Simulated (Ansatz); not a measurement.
# C2HGa: the cost of one run

Program: Ansatz 0.2.0, Gaussian basis. Level of theory: cc-pVDZ, all electrons in the functionals, frozen cores in the correlation of double hybrids and RPA. These are calculated values, not measurements.

The runs, in order: wB97M-V, B2PLYP, RPA-PBE, at charge 0, triplet; charge 0, singlet; charge 0, quintet; charge 1, doublet; charge 1, quartet; displaced geometry v1; displaced geometry v2.

26 further runs of the same task are left out: 3 for a known fault of the program, 7 that didn't finish, 16 set aside as unsound or not needed.

## 1. The geometry

The geometry is a PBE0/def2-TZVP stationary point (not a proven minimum). No spin-orbit coupling is included. The filled d shell of Ga may be among the frozen orbitals whatever the setting's name suggests; the logs give the count.

4 atoms, charge 0, spin multiplicity 3.

Atoms are counted from 1 here; the program's logs count them from 0.

Bond lengths: C1–C2 1.234 Å, C2–Ga3 1.932 Å, Ga3–H4 1.589 Å. Angles: C1–C2–Ga3 153.4°, C2–Ga3–H4 118.5°.

No dispersion term is added; wB97M-V holds VV10 nonlocal correlation.

The geometry shown and the zero of energy belong to the point charge 0, triplet. The yardstick, RCCSDT(Q), and other wave-function levels (R restricted, U unrestricted, valence and pair active spaces) come from earlier runs.

## 2. wB97M-V, charge 0, triplet

The input, in.yaml:

```yaml
crystal:
  periodic: [false, false, false]
  atoms:
    - {symbol: C, position_ang: [0.000000, -0.079629, 2.463328]}
    - {symbol: C, position_ang: [0.000000, 0.277658, 1.282178]}
    - {symbol: Ga, position_ang: [0.000000, -0.051396, -0.621976]}
    - {symbol: H, position_ang: [0.000000, 1.195550, -1.607336]}
basis:
  gaussian: {orbitals: cc-pVDZ}
magnetization: {spin_polarized: true, initial_magnetization: 2}
hamiltonian: {xc: {name: wB97M-V}}
output: {orbitals: {seedname: orbitals}}
```

Launch:

```
$ ansatz run in.yaml --threads 1 --pin off --events-out ev --progress --plain --max-ram 2393MiB
```

**Question.** How long does this run take on 1 thread of Intel Xeon 6975P-C, shared host, and how much memory does it need?

About 7.5 s, with a peak of 0.27 GiB.
